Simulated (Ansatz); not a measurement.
# CoSi2 (Fm-3m): the volume at zero pressure

Aim: the volume at which the pressure of CoSi2 (Fm-3m) vanishes.

The COD entry's cell or inner coordinates are ideal or old and differ from later refinements, so a difference from it is no clean test against experiment.

Method: DFT r²SCAN, scalar-relativistic, plane waves, PAW, in Ansatz 0.2.0.

**1. Starting point**

It takes space group Fm-3m (No. 225, cubic). The conventional cell has a = 5.356 Å, b = 5.356 Å, c = 5.356 Å, α = 90.00°, β = 90.00°, γ = 90.00°. Around Co (site symmetry m-3m) lie 8 Si at 2.32 Å. Si (site symmetry -43m) has 4 Co at 2.32 Å as nearest neighbours.

Structure file:

```xyz
3
Lattice="0.0000 2.6780 2.6780 2.6780 0.0000 2.6780 2.6780 2.6780 0.0000" Properties=species:S:1:pos:R:3 pbc="T T T"
Co    0.0000    0.0000    0.0000
Si    1.3390    1.3390    1.3390
Si    4.0170    4.0170    4.0170
```

The moments start at Co 1.50 μB.

**2. First run, at the start cell**

input.yaml

```yaml
crystal:
  lattice:
    - [0.0, 2.678, 2.678]
    - [2.678, 0.0, 2.678]
    - [2.678, 2.678, 0.0]
  atoms:
    - { symbol: Co, position: [0.0, 0.0, 0.0], spin: 1.5 }
    - { symbol: Si, position: [0.25, 0.25, 0.25] }
    - { symbol: Si, position: [0.75, 0.75, 0.75] }
basis:
  ecutwfc: 420
  ecutrho_ratio: 4
kpoints:
  mp_grid: { grid: [6, 6, 6] }
hamiltonian:
  xc: pbe
scf:
  occupations: { method: gaussian, width: 0.05 }
output:
  forces: true
  stress: true
  eigenvalues: true
  populations: true
magnetization:
  spin_polarized: true
```

Run with:

```sh
$ ansatz run input.yaml --threads 2 --pin off --max-ram 5120MiB --backend cpu --events-out ev --progress --plain --runs-dir out
```

Output, cut to the lines that bear on the results:

```text
Warning: RAYON_NUM_THREADS=2 ignored (pool sized by the plan → 2); use --threads N
[...]
Pseudopotentials: kind: paw
Pseudopotential: Co, paw, valence charge 17, recommended cutoff 420 eV (normal), Co.paw.azcp
Pseudopotential: Si, paw, valence charge 4, recommended cutoff 420 eV (normal), Si.paw.azcp
Functional definition: PBE
[...]
Crystal: 3 atoms, lattice volume = 38.412 Å³
Basis set: ecut = 420 eV, 749 PW (Γ), exchange–correlation on 54×54×54 points (8 copies of the dense FFT grid, shifted against one another)
Bands: 18, of which v1, the nominal top of the filled ones, is band 13 counted from 1 (12 counted from 0)
Symmetry: 48 space group operations
Space group: Fm-3m (ITA 225), of the structure as read, at distance tolerance 3.4e-5 Å
Magnetic group: BNS 225.116 (UNI 1618), of the structure as read, at distance tolerance 3.4e-5 Å
k-points: 16 of 216
[...]
Starting moments: Σ|m| = 1.5 μB on 1 of 3 sites
[...]
SCF iter   1: F=—  HF=-6397.960407 eV  |F-HF|=—  |Δ(HF+E_count)|=         —  Δρ=1.23e-1 (↑1.23e-1 ↓6.50e-2)  dr2=1.47e0  dr2_m=2.82e0  M=0.252 μB ∫|m|=0.309 μB  β_m=0.30  ethr=3.10e-3  ⟨swp⟩=5.6  Hψ=2851  notcnv=0
[...]
spin=Collinear: Kerker preconditioning applied to the charge; magnetization (m = ρ↑ − ρ↓) channel mixes plain (no charge-response kernel on spin).
[...]
SCF iter  13: F=-6399.166231 eV  HF=-6399.166231 eV  |F-HF|=4.18e-11  |Δ(HF+E_count)|=  1.00e-11  Δρ=2.01e-7 (↑1.71e-7 ↓2.01e-7)  dr2=3.30e-11  dr2_m=1.94e-13  M=0.000 μB ∫|m|=0.000 μB  ethr=6.04e-12  ⟨swp⟩=6.6  Hψ=2262  notcnv=0
[...]
WARN: the starting moments were not kept: the SCF closed with an absolute magnetisation of 1.3e-6 μB, where they sum to 1.5 μB in size (1 site). That is at most 0.1 of that sum. Measured as dr2_m measures the in/out step, that magnetisation stands 4.5e-13 eV from none, at or under the [...]
SCF converged after 13 iterations
Magnetization: 0.0000 μB (12.5000 up, 12.5000 down)
Absolute magnetization: 0.0000 μB (∫|ρ↑−ρ↓|, with the PAW one-centre terms)
Spin contamination: 0.0000 ħ² per cell (⟨S²⟩ above its minimum at these occupations)
Per-site moments (μB) at R_I (Å): [(4.4927132425440405e-7, 0.9566766129255746), (1.834688634291643e-7, 0.9566766129255748), (1.8346886341600604e-7, 0.9566766129255746)]
Free energy (F): -6399.166231 eV
[...]
E sigma→0 (E₀):  -6399.164364 eV
Entropy (-TS):   -0.003734 eV (-1.245 meV/atom)
Fermi energy:    13.024514 eV
[...]
--- Forces (eV/Å), atoms counted from 1 ---
  atom   1  Co    -0.00000000     0.00000000     0.00000000
  atom   2  Si     0.00000000     0.00000000     0.00000000
  atom   3  Si     0.00000000     0.00000000    -0.00000000
[...]
--- Stress (GPa, compression-positive) ---
        0.396249      -0.000000      -0.000000
       -0.000000       0.396249      -0.000000
        0.000000      -0.000000       0.396249
  P = ⅓ Tr σ = 0.3962 GPa (3.962 kbar)
--- Band table (eV; the first three rows and the last of 32) ---
  k-point 0 ↑: bands = ["-81.8626", "-45.1782", "-45.1782", "-45.1782", "-0.2555", "8.8010", "8.8010", "8.8010", "10.9828", "10.9828", "13.6403", "16.3084", "16.3084", "16.3084", "16.3221", "16.3221", "16.3221", "18.5442"]
[...]
--- Löwdin populations: 3 sites ---
  site symbol       q [e]    m [muB]
     0     Co     16.7200     0.0000
     1     Si      3.9705     0.0000
     2     Si      3.9705     0.0000
  spilling = 0.013558 (of n_electrons = 25.000000)
```

It took 4.7 s on 2 threads of Intel Xeon at 2.50GHz (Skylake/Cascade Lake), shared host; peak memory 0.34 GiB.

Read off: volume 12.804 Å³/atom, pressure 0.40 GPa, metallic, no moment left.

**3. A new volume, run 2**

Edit input.yaml of step 2 so:

```diff
@@ -2,7 +2,7 @@
   lattice:
-    - [0.0, 2.678, 2.678]
-    - [2.678, 0.0, 2.678]
-    - [2.678, 2.678, 0.0]
+    - [0.0, 2.6815659163, 2.6815659163]
+    - [2.6815659163, 0.0, 2.6815659163]
+    - [2.6815659163, 2.6815659163, 0.0]
   atoms:
-    - { symbol: Co, position: [0.0, 0.0, 0.0], spin: 1.5 }
+    - { symbol: Co, position: [0.0, 0.0, 0.0], spin: 0.05 }
     - { symbol: Si, position: [0.25, 0.25, 0.25] }
```

Run with:

```sh
$ ansatz run input.yaml --threads 2 --pin off --max-ram 5120MiB --backend cpu --events-out ev --progress --plain --runs-dir out
```

Output, cut to the lines that bear on the results:

```text
Warning: RAYON_NUM_THREADS=2 ignored (pool sized by the plan → 2); use --threads N
[...]
Pseudopotentials: kind: paw
Pseudopotential: Co, paw, valence charge 17, recommended cutoff 420 eV (normal), Co.paw.azcp
Pseudopotential: Si, paw, valence charge 4, recommended cutoff 420 eV (normal), Si.paw.azcp
Functional definition: PBE
[...]
Crystal: 3 atoms, lattice volume = 38.565 Å³
Basis set: ecut = 420 eV, 749 PW (Γ), exchange–correlation on 54×54×54 points (8 copies of the dense FFT grid, shifted against one another)
Bands: 17, of which v1, the nominal top of the filled ones, is band 13 counted from 1 (12 counted from 0)
Symmetry: 48 space group operations
Space group: Fm-3m (ITA 225), of the structure as read, at distance tolerance 3.4e-5 Å
Magnetic group: BNS 225.116 (UNI 1618), of the structure as read, at distance tolerance 3.4e-5 Å
k-points: 16 of 216
[...]
Starting moments: Σ|m| = 0.05 μB on 1 of 3 sites
[...]
WARN: the starting moments were not kept: the SCF closed with an absolute magnetisation of 8.2e-6 μB, where they sum to 0.05 μB in size (1 site). That is at most 0.1 of that sum. Measured as dr2_m measures the in/out step, that magnetisation stands 3.2e-11 eV from none, at or under the [...]
Per-site moments (μB) at R_I (Å): [(-3.744199148523315e-6, 0.957950484743297), (-9.015023437441507e-7, 0.957950484743297), (-9.01502343693251e-7, 0.957950484743297)]
Free energy (F): -6399.166305 eV
[...]
E sigma→0 (E₀):  -6399.164418 eV
Entropy (-TS):   -0.003773 eV (-1.258 meV/atom)
Fermi energy:    12.959084 eV
[...]
--- Forces (eV/Å), atoms counted from 1 ---
  atom   1  Co    -0.00000000    -0.00000000     0.00000000
  atom   2  Si    -0.00000000    -0.00000000     0.00000000
  atom   3  Si     0.00000000    -0.00000000    -0.00000000
[...]
--- Stress (GPa, compression-positive) ---
       -0.316387      -0.000000      -0.000000
       -0.000000      -0.316387       0.000000
       -0.000000       0.000000      -0.316387
  P = ⅓ Tr σ = -0.3164 GPa (-3.164 kbar)
--- Band table (eV; the first three rows and the last of 32) ---
  k-point 0 ↑: bands = ["-81.9214", "-45.2364", "-45.2364", "-45.2364", "-0.2892", "8.7543", "8.7543", "8.7543", "10.9314", "10.9314", "13.5364", "16.2417", "16.2417", "16.2417", "16.2424", "16.2424", "16.2424"]
[...]
--- Löwdin populations: 3 sites ---
  site symbol       q [e]    m [muB]
     0     Co     16.7184    -0.0000
     1     Si      3.9717    -0.0000
     2     Si      3.9717    -0.0000
  spilling = 0.013533 (of n_electrons = 25.000000)
```

Run time: 4.6 s. Hardware: 2 threads of Intel Xeon at 2.50GHz (Skylake/Cascade Lake), shared host; peak memory 0.34 GiB.

In short: volume 12.855 Å³/atom, pressure -0.32 GPa, metallic, no moment left.

**4. Another level, run 3**

Edit input.yaml of step 3 so:

```diff
@@ -6,3 +6,3 @@
   atoms:
-    - { symbol: Co, position: [0.0, 0.0, 0.0], spin: 0.05 }
+    - { symbol: Co, position: [0.0, 0.0, 0.0], spin: 1.5 }
     - { symbol: Si, position: [0.25, 0.25, 0.25] }
@@ -10,8 +10,8 @@
 basis:
-  ecutwfc: 420
+  ecutwfc: 500
   ecutrho_ratio: 4
 kpoints:
-  mp_grid: { grid: [6, 6, 6] }
+  mp_grid: { grid: [12, 12, 12] }
 hamiltonian:
-  xc: pbe
+  xc: r2scan
 scf:
```

Run with:

```sh
$ ansatz run input.yaml --threads 2 --pin off --max-ram 5120MiB --backend cpu --events-out ev --progress --plain --runs-dir out
```

Output, cut to the lines that bear on the results:

```text
Warning: RAYON_NUM_THREADS=2 ignored (pool sized by the plan → 2); use --threads N
[...]
Pseudopotentials: kind: paw
Pseudopotential: Co, paw, valence charge 17, recommended cutoff 500 eV (meta_gga), Co.paw.azcp
Pseudopotential: Si, paw, valence charge 4, recommended cutoff 500 eV (meta_gga), Si.paw.azcp
Functional definition: r2SCAN
[...]
Crystal: 3 atoms, lattice volume = 38.565 Å³
Basis set: ecut = 500 eV, 941 PW (Γ), exchange–correlation on 120×120×120 points (64 copies of the dense FFT grid, shifted against one another)
Bands: 18, of which v1, the nominal top of the filled ones, is band 13 counted from 1 (12 counted from 0)
Symmetry: 48 space group operations
Space group: Fm-3m (ITA 225), of the structure as read, at distance tolerance 3.4e-5 Å
Magnetic group: BNS 225.116 (UNI 1618), of the structure as read, at distance tolerance 3.4e-5 Å
k-points: 72 of 1728
[...]
Starting moments: Σ|m| = 1.5 μB on 1 of 3 sites
[...]
WARN: the starting moments were not kept: the SCF closed with an absolute magnetisation of 2.2e-6 μB, where they sum to 1.5 μB in size (1 site). That is at most 0.1 of that sum. Measured as dr2_m measures the in/out step, that magnetisation stands 1.4e-12 eV from none, at or under the [...]
Free energy (F): -6410.877519 eV
[...]
E sigma→0 (E₀):  -6410.876663 eV
Entropy (-TS):   -0.001712 eV (-0.571 meV/atom)
Fermi energy:    12.701008 eV
[...]
--- Forces (eV/Å), atoms counted from 1 ---
  atom   1  Co    -0.00000000     0.00000000     0.00000000
  atom   2  Si    -0.00000000     0.00000000    -0.00000000
  atom   3  Si     0.00000000     0.00000000    -0.00000000
[...]
--- Stress (GPa, compression-positive) ---
       -5.027946       0.000000       0.000000
       -0.000000      -5.027946      -0.000000
       -0.000000       0.000000      -5.027946
  P = ⅓ Tr σ = -5.0279 GPa (-50.279 kbar)
--- Band table (eV; the first three rows and the last of 144) ---
  k-point 0 ↑: bands = ["-85.4693", "-47.3319", "-47.3319", "-47.3319", "-1.0447", "8.4854", "8.4854", "8.4854", "10.7219", "10.7219", "13.9223", "16.2873", "16.2873", "16.2873", "16.3615", "16.3615", "16.3615", "18.8378"]
[...]
--- Löwdin populations: 3 sites ---
  site symbol       q [e]    m [muB]
     0     Co     16.7248    -0.0000
     1     Si      3.9618    -0.0000
     2     Si      3.9618    -0.0000
  spilling = 0.014066 (of n_electrons = 25.000000)
```

Run time: 32 s. Hardware: 2 threads of Intel Xeon at 2.50GHz (Skylake/Cascade Lake), shared host; peak memory 0.55 GiB.

Read off: volume 12.855 Å³/atom, pressure -5.03 GPa, a metal on this mesh, no moment left.

**5. Volume adjusted, run 4**

Edit input.yaml of step 4 so:

```diff
@@ -2,7 +2,7 @@
   lattice:
-    - [0.0, 2.6815659163, 2.6815659163]
-    - [2.6815659163, 0.0, 2.6815659163]
-    - [2.6815659163, 2.6815659163, 0.0]
+    - [0.0, 2.6512630618, 2.6512630618]
+    - [2.6512630618, 0.0, 2.6512630618]
+    - [2.6512630618, 2.6512630618, 0.0]
   atoms:
-    - { symbol: Co, position: [0.0, 0.0, 0.0], spin: 1.5 }
+    - { symbol: Co, position: [0.0, 0.0, 0.0], spin: 0.05 }
     - { symbol: Si, position: [0.25, 0.25, 0.25] }
```

Run with:

```sh
$ ansatz run input.yaml --threads 2 --pin off --max-ram 5120MiB --backend cpu --events-out ev --progress --plain --runs-dir out
```

Output, cut to the lines that bear on the results:

```text
Warning: RAYON_NUM_THREADS=2 ignored (pool sized by the plan → 2); use --threads N
[...]
Pseudopotentials: kind: paw
Pseudopotential: Co, paw, valence charge 17, recommended cutoff 500 eV (meta_gga), Co.paw.azcp
Pseudopotential: Si, paw, valence charge 4, recommended cutoff 500 eV (meta_gga), Si.paw.azcp
Functional definition: r2SCAN
[...]
Crystal: 3 atoms, lattice volume = 37.272 Å³
Basis set: ecut = 500 eV, 941 PW (Γ), exchange–correlation on 120×120×120 points (64 copies of the dense FFT grid, shifted against one another)
Bands: 17, of which v1, the nominal top of the filled ones, is band 13 counted from 1 (12 counted from 0)
Symmetry: 48 space group operations
Space group: Fm-3m (ITA 225), of the structure as read, at distance tolerance 3.3e-5 Å
Magnetic group: BNS 225.116 (UNI 1618), of the structure as read, at distance tolerance 3.3e-5 Å
k-points: 72 of 1728
[...]
Starting moments: Σ|m| = 0.05 μB on 1 of 3 sites
[...]
WARN: the starting moments were not kept: the SCF closed with an absolute magnetisation of 2.6e-7 μB, where they sum to 0.05 μB in size (1 site). That is at most 0.1 of that sum. Measured as dr2_m measures the in/out step, that magnetisation stands 3.6e-14 eV from none, at or under the [...]
Per-site moments (μB) at R_I (Å): [(-9.896872325132078e-8, 0.9471252299990712), (-3.8629000442794674e-8, 0.9471252299990712), (-3.862900034942878e-8, 0.9471252299990712)]
Free energy (F): -6410.893058 eV
[...]
E sigma→0 (E₀):  -6410.892236 eV
Entropy (-TS):   -0.001644 eV (-0.548 meV/atom)
Fermi energy:    13.257098 eV
[...]
--- Forces (eV/Å), atoms counted from 1 ---
  atom   1  Co    -0.00000000     0.00000000     0.00000000
  atom   2  Si     0.00000000    -0.00000000     0.00000000
  atom   3  Si     0.00000000    -0.00000000     0.00000000
[...]
--- Stress (GPa, compression-positive) ---
        1.377547      -0.000000       0.000000
       -0.000000       1.377547       0.000000
        0.000000       0.000000       1.377547
  P = ⅓ Tr σ = 1.3775 GPa (13.775 kbar)
--- Band table (eV; the first three rows and the last of 144) ---
  k-point 0 ↑: bands = ["-84.9630", "-46.8318", "-46.8318", "-46.8318", "-0.7625", "8.8818", "8.8818", "8.8818", "11.1622", "11.1622", "14.8493", "16.8539", "16.8539", "16.8539", "17.0618", "17.0618", "17.0618"]
[...]
--- Löwdin populations: 3 sites ---
  site symbol       q [e]    m [muB]
     0     Co     16.7403    -0.0000
     1     Si      3.9507    -0.0000
     2     Si      3.9507    -0.0000
  spilling = 0.014331 (of n_electrons = 25.000000)
```

It took 28 s on 2 threads of Intel Xeon at 2.50GHz (Skylake/Cascade Lake), shared host; peak memory 0.55 GiB.

This gives: volume 12.424 Å³/atom, pressure 1.38 GPa, a metal on this mesh, no moment left.

**6. Volume adjusted, run 5**

Edit input.yaml of step 5 so:

```diff
@@ -2,5 +2,5 @@
   lattice:
-    - [0.0, 2.6512630618, 2.6512630618]
-    - [2.6512630618, 0.0, 2.6512630618]
-    - [2.6512630618, 2.6512630618, 0.0]
+    - [0.0, 2.6573711548, 2.6573711548]
+    - [2.6573711548, 0.0, 2.6573711548]
+    - [2.6573711548, 2.6573711548, 0.0]
   atoms:
```

Run with:

```sh
$ ansatz run input.yaml --threads 2 --pin off --max-ram 5120MiB --backend cpu --events-out ev --progress --plain --runs-dir out
```

Output, cut to the lines that bear on the results:

```text
Warning: RAYON_NUM_THREADS=2 ignored (pool sized by the plan → 2); use --threads N
[...]
Pseudopotentials: kind: paw
Pseudopotential: Co, paw, valence charge 17, recommended cutoff 500 eV (meta_gga), Co.paw.azcp
Pseudopotential: Si, paw, valence charge 4, recommended cutoff 500 eV (meta_gga), Si.paw.azcp
Functional definition: r2SCAN
[...]
Crystal: 3 atoms, lattice volume = 37.531 Å³
Basis set: ecut = 500 eV, 941 PW (Γ), exchange–correlation on 120×120×120 points (64 copies of the dense FFT grid, shifted against one another)
Bands: 17, of which v1, the nominal top of the filled ones, is band 13 counted from 1 (12 counted from 0)
Symmetry: 48 space group operations
Space group: Fm-3m (ITA 225), of the structure as read, at distance tolerance 3.3e-5 Å
Magnetic group: BNS 225.116 (UNI 1618), of the structure as read, at distance tolerance 3.3e-5 Å
k-points: 72 of 1728
[...]
Starting moments: Σ|m| = 0.05 μB on 1 of 3 sites
[...]
WARN: the starting moments were not kept: the SCF closed with an absolute magnetisation of 2.1e-7 μB, where they sum to 0.05 μB in size (1 site). That is at most 0.1 of that sum. Measured as dr2_m measures the in/out step, that magnetisation stands 1.0e-14 eV from none, at or under the [...]
Per-site moments (μB) at R_I (Å): [(-7.694888970184328e-9, 0.9493072575280758), (-2.290801204451733e-8, 0.9493072575280758), (-2.2908012033843495e-8, 0.9493072575280758)]
Free energy (F): -6410.894165 eV
[...]
E sigma→0 (E₀):  -6410.893334 eV
Entropy (-TS):   -0.001663 eV (-0.554 meV/atom)
Fermi energy:    13.143166 eV
[...]
--- Forces (eV/Å), atoms counted from 1 ---
  atom   1  Co    -0.00000000     0.00000000    -0.00000000
  atom   2  Si    -0.00000000    -0.00000000    -0.00000000
  atom   3  Si    -0.00000000    -0.00000000     0.00000000
[...]
--- Stress (GPa, compression-positive) ---
       -0.001286       0.000000      -0.000000
       -0.000000      -0.001286      -0.000000
       -0.000000       0.000000      -0.001286
  P = ⅓ Tr σ = -0.0013 GPa (-0.013 kbar)
--- Band table (eV; the first three rows and the last of 144) ---
  k-point 0 ↑: bands = ["-85.0664", "-46.9339", "-46.9339", "-46.9339", "-0.8205", "8.8007", "8.8007", "8.8007", "11.0724", "11.0724", "14.6592", "16.7381", "16.7381", "16.7381", "16.9183", "16.9183", "16.9183"]
[...]
--- Löwdin populations: 3 sites ---
  site symbol       q [e]    m [muB]
     0     Co     16.7371     0.0000
     1     Si      3.9530    -0.0000
     2     Si      3.9530    -0.0000
  spilling = 0.014277 (of n_electrons = 25.000000)
```

It took 31 s on 2 threads of Intel Xeon at 2.50GHz (Skylake/Cascade Lake), shared host; peak memory 0.56 GiB.

In short: volume 12.510 Å³/atom, pressure 0.00 GPa, metallic, no moment left.

**7. The runs together**

```tsv
run	functional	volume (Å³/atom)	pressure (GPa)	energy from the first of its functional (meV/atom)	k mesh
1	PBE	12.804	0.40	0.0	6×6×6
2	PBE	12.855	-0.32	0.0	6×6×6
3	r2SCAN	12.855	-5.03	0.0	12×12×12
4	r2SCAN	12.424	1.38	-5.2	12×12×12
5	r2SCAN	12.510	0.00	-5.6	12×12×12
```

The functional changes along the chain: a cheaper one finds the volume first.

**8. Summary of results**

| quantity | value |
| --- | --- |
| volume | 12.510 Å³/atom |
| pressure | 0.00 GPa |
| conventional cell | a = 5.315 Å, b = 5.315 Å, c = 5.315 Å, α = 90.00°, β = 90.00°, γ = 90.00° |
| gap on the mesh | none (metal) |

**Reading.** The volume went from 12.80 to 12.51 Å³/atom (-2.3 %), where 0.00 GPa is left. A run loses the moments it was seeded with; other starts can end magnetic.
